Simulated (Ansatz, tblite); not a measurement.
# BCl2(vinyl) (C2H3BCl2): rung by rung, part 2 of 2

How do method and basis change the picture of BCl2(vinyl) (C2H3BCl2) (singlet)?

Ansatz 0.2.0, Gaussian basis; as each input shows. The steps go on from the part before.

### 17 CCSD(T)/def2-TZVPP

Input file in.yaml:

```yaml
crystal:
  periodic: [false, false, false]
  atoms:
    - {symbol: B, position_ang: [0.700340, 0.951144, -0.369253]}
    - {symbol: Cl, position_ang: [2.005304, 1.306044, -1.503087]}
    - {symbol: Cl, position_ang: [0.088444, 2.272304, 0.632968]}
    - {symbol: C, position_ang: [0.123836, -0.482936, -0.272876]}
    - {symbol: C, position_ang: [-0.872951, -0.833895, 0.572323]}
    - {symbol: H, position_ang: [0.553112, -1.258613, -0.931933]}
    - {symbol: H, position_ang: [-1.330408, -0.091421, 1.248598]}
    - {symbol: H, position_ang: [-1.267668, -1.862617, 0.623249]}
basis:
  gaussian: {orbitals: def2-TZVPP, initial_orbitals: start.molden}
correlation: {method: ccsd_t}
scf: {omitted_lower_state_checks: [starts]}
output: {orbitals: {seedname: orbitals}}
```

Run with:

```sh
> ansatz run in.yaml --threads 2 --pin off --events-out ev --progress --plain --max-ram 4352MiB
```

Output, shortened:

```text
Functional definition: HF
  name "HF"
  cite "Fock, Z. Phys. 61, 126 (1930) doi:10.1007/BF01340294"
  parent pbe
[...]
1311 factors; integrals over basis functions are off by at most 7.3e-4 eV
[...]
mean field -27790.98610431 eV, -1021.2999019266 hartree, gradient 3.7e-6 eV, S^2 0.000000; 0 other end points of the search recorded, 0 dependent functions left out; unrestricted orbitals would lower it
13 core orbitals not correlated: weight in the atoms' cores, before any rotation towards them, 1.000 or more for the frozen orbitals, at most 0.000 for the correlated occupied ones
reference -27790.98610431 eV, -1021.2999019266 hartree; 14, 14 occupied and 192, 192 virtual orbitals, 1311 factors
second order -21.56582412 eV of doubles, -0.00000000 eV of singles
cycle   1  -22.28824349 eV  change   -7.2e-1 eV  update   1.0e-1
[...]
cycle   9  -22.91335672 eV  change   -2.2e-5 eV  update   3.3e-5
perturbative correction -1.08672382 eV, -0.0399363637 hartree
Total energy: -27814.98618486 eV, -1022.1818886186 hartree
Checks for a lower state left out: starts
```

Wall time 45 s (2 threads of Intel Xeon 6975P-C, shared host); peak memory 3.4 GiB.

Hartree-Fock HOMO -10.82 eV, LUMO 1.44 eV; T1 0.012. Doubts: restricted state is unstable towards broken spin symmetry.

### 18 MP2/def2-TZVP

in.yaml, as its differences from that of step 17:

```diff
@@ -12,4 +12,4 @@
 basis:
-  gaussian: {orbitals: def2-TZVPP, initial_orbitals: start.molden}
-correlation: {method: ccsd_t}
+  gaussian: {orbitals: def2-TZVP, initial_orbitals: start.molden}
+correlation: {method: mp2}
 scf: {omitted_lower_state_checks: [starts]}
```

Launched as before.

Output, shortened:

```text
Functional definition: HF
  name "HF"
  cite "Fock, Z. Phys. 61, 126 (1930) doi:10.1007/BF01340294"
  parent pbe
[...]
1173 factors; integrals over basis functions are off by at most 1.3e-3 eV
[...]
mean field -27790.95916573 eV, -1021.2989119518 hartree, gradient 5.3e-6 eV, S^2 0.000000; 0 other end points of the search recorded, 0 dependent functions left out; unrestricted orbitals would lower it
13 core orbitals not correlated: weight in the atoms' cores, before any rotation towards them, 1.000 or more for the frozen orbitals, at most 0.000 for the correlated occupied ones
reference -27790.95916573 eV, -1021.2989119518 hartree; 14, 14 occupied and 158, 158 virtual orbitals, 1173 factors
second order -21.16682664 eV of doubles, -0.00000000 eV of singles
Total energy: -27812.12599237 eV, -1022.0767784834 hartree
Checks for a lower state left out: starts
```

Run time: 2.3 s. Hardware: 2 threads of Intel Xeon 6975P-C, shared host.

From the report: Hartree-Fock HOMO -10.82 eV, LUMO 1.44 eV. Doubts: restricted state is unstable towards broken spin symmetry.

### 19 RPA/def2-TZVP

in.yaml, as its differences from that of step 18:

```diff
@@ -13,4 +13,4 @@
   gaussian: {orbitals: def2-TZVP, initial_orbitals: start.molden}
-correlation: {method: mp2}
+hamiltonian: {xc: pbe}
+correlation: {method: rpa}
 scf: {omitted_lower_state_checks: [starts]}
-output: {orbitals: {seedname: orbitals}}
```

Same command.

Output, shortened:

```text
Functional definition: PBE
  name "PBE"
  cite "Perdew, Burke & Ernzerhof, Phys. Rev. Lett. 77, 3865 (1996) doi:10.1103/PhysRevLett.77.3865"
  parent pbe
[...]
1173 factors; integrals over basis functions are off by at most 1.3e-3 eV
[...]
mean field -27833.86184969 eV, -1022.8755565068 hartree, gradient 2.0e-6 eV, S^2 0.000000; 0 other end points of the search recorded, 0 dependent functions left out
13 core orbitals not correlated: weight in the atoms' cores, before any rotation towards them, 1.000 or more for the frozen orbitals, at most 0.000 for the correlated occupied ones
reference -27789.52327286 eV, -1021.2461438623 hartree; 14, 14 occupied and 158, 158 virtual orbitals, 1173 factors
Total energy: -27824.49959388 eV, -1022.5314999519 hartree
Checks for a lower state left out: starts
```

It took 3.4 s on 2 threads of Intel Xeon 6975P-C, shared host.

### 20 Comparison

| level | functions | HOMO (eV) | LUMO (eV) | gap (eV) | time |
| --- | --- | --- | --- | --- | --- |
| HF/6-31G | 59 | -10.97 | 1.34 | 12.32 | 0.35 s |
| HF/def2-TZVP | 185 | -10.82 | 1.44 | 12.26 | 1.9 s |
| PBE-D4/def2-SVP | 93 | -7.22 | -2.94 | 4.28 | 0.8 s |
| PBE-D4/def2-TZVP | 185 | -7.36 | -3.16 | 4.21 | 2 s |
| revPBE-D4/def2-TZVP | 185 | -7.29 | -3.06 | 4.23 | 2 s |
| r2SCAN-D4/def2-TZVP | 185 | -7.61 | -2.99 | 4.62 | 2.7 s |
| B97M-V/def2-TZVP | 185 | -7.58 | -2.89 | 4.69 | 6 s |
| B3LYP-D4/6-31G | 59 | -8.18 | -2.36 | 5.83 | 0.85 s |
| PBE0-D4/def2-SVP | 93 | -8.40 | -2.09 | 6.31 | 1.2 s |
| PBE0-D4/def2-TZVP | 185 | -8.48 | -2.27 | 6.21 | 2.4 s |
| r2SCAN0-D4/def2-TZVP | 185 | -8.65 | -2.17 | 6.48 | 3.7 s |
| HSE06-D4/def2-TZVP | 185 | -8.08 | -2.65 | 5.43 | 2.8 s |
| BHLYP-D4/def2-TZVP | 185 | -9.40 | -1.20 | 8.21 | 2.8 s |
| LC-ωPBE/def2-TZVP | 185 | -11.21 | -0.06 | 11.15 | 2.2 s |

The pieces so far (eV):

| basis | HF | MP2 correlation | CCSD correlation | (T) | total |
| --- | --- | --- | --- | --- | --- |
| def2-TZVPP | -27790.9861 | -21.5658 | -22.9134 | -1.0867 | -27814.9862 |
| def2-TZVP | -27790.9592 | -21.1668 |  |  | -27812.1260 (MP2) |

### 21 Binding energy

Free atoms were run apart at each level; binding is atoms less cluster, divided by the number of atoms, without zero-point or spin-orbit terms.

Differences are taken before rounding.

| method | binding an atom (eV) | from CCSD(T)/def2-TZVPP (eV) | time |
| --- | --- | --- | --- |
| HF/6-31G | 2.933 | -1.126 | 0.35 s |
| HF/def2-TZVP | 3.158 | -0.900 | 1.9 s |
| HF/def2-TZVPP | 3.162 | -0.897 |  |
| PBE-D4/def2-SVP | 4.362 | +0.304 | 0.8 s |
| PBE-D4/def2-TZVP | 4.304 | +0.246 | 2 s |
| revPBE-D4/def2-TZVP | 4.197 | +0.139 | 2 s |
| r2SCAN-D4/def2-TZVP | 4.215 | +0.156 | 2.7 s |
| B97M-V/def2-TZVP | 4.213 | +0.155 | 6 s |
| B3LYP-D4/6-31G | 4.009 | -0.050 | 0.85 s |
| PBE0-D4/def2-SVP | 4.286 | +0.227 | 1.2 s |
| PBE0-D4/def2-TZVP | 4.227 | +0.168 | 2.4 s |
| r2SCAN0-D4/def2-TZVP | 4.148 | +0.089 | 3.7 s |
| HSE06-D4/def2-TZVP | 4.231 | +0.172 | 2.8 s |
| BHLYP-D4/def2-TZVP | 4.045 | -0.014 | 2.8 s |
| LC-ωPBE/def2-TZVP | 4.153 | +0.094 | 2.2 s |
| MP2/def2-TZVP | 4.150 | +0.091 | 2.3 s |
| CCSD/def2-TZVPP | 3.980 | -0.078 |  |
| CCSD(T)/def2-TZVPP | 4.059 | 0 | 45 s |

Among the levels timed on like hardware and quicker than the yardstick, those that no quicker one beats, quickest first: HF/6-31G (0.35 s, -1.126 eV); PBE-D4/def2-SVP (0.8 s, +0.304 eV); B3LYP-D4/6-31G (0.85 s, -0.050 eV); BHLYP-D4/def2-TZVP (2.8 s, -0.014 eV).

### 22 What came out

This closing draws on all 2 parts.

```
                                                                  quantity                            value
gap in def2-TZVP, named functionals and Hartree-Fock, smallest and largest  4.21 eV (PBE-D4), 12.26 eV (HF)
                                    correlation energy, CCSD(T)/def2-TZVPP                        -24.00 eV
                                         correlation energy, MP2/def2-TZVP                        -21.17 eV
                                       binding an atom, CCSD(T)/def2-TZVPP                         4.059 eV
                           PBE0 total energy, smallest basis above largest   11.46 eV (def2-SVP, def2-TZVP)
```

In words: Orbital gaps of the named functionals and Hartree-Fock in def2-TZVP span 4.21 eV (PBE-D4) to 12.26 eV (HF); exact exchange widens it. A small miss in a minimal or small basis is a cancelling of errors, not accuracy. The functionals in def2-TZVP miss CCSD(T)/def2-TZVPP by -0.014 (BHLYP-D4) to +0.246 eV (PBE-D4) an atom. CCSD(T)/def2-TZVPP isn't at the basis-set limit; small misses against it rank nothing.

For cost: BHLYP-D4/def2-TZVP gets within 0.014 eV in 2.8 s, where CCSD(T)/def2-TZVPP took 45 s; the quickest level in the cost chart, HF/6-31G, takes 0.35 s and misses by 1.126 eV. The slowest run with a step of its own, CCSD(T)/def2-TZVPP, took 45 s; the quickest functional in def2-TZVP took 2 s (shared host).
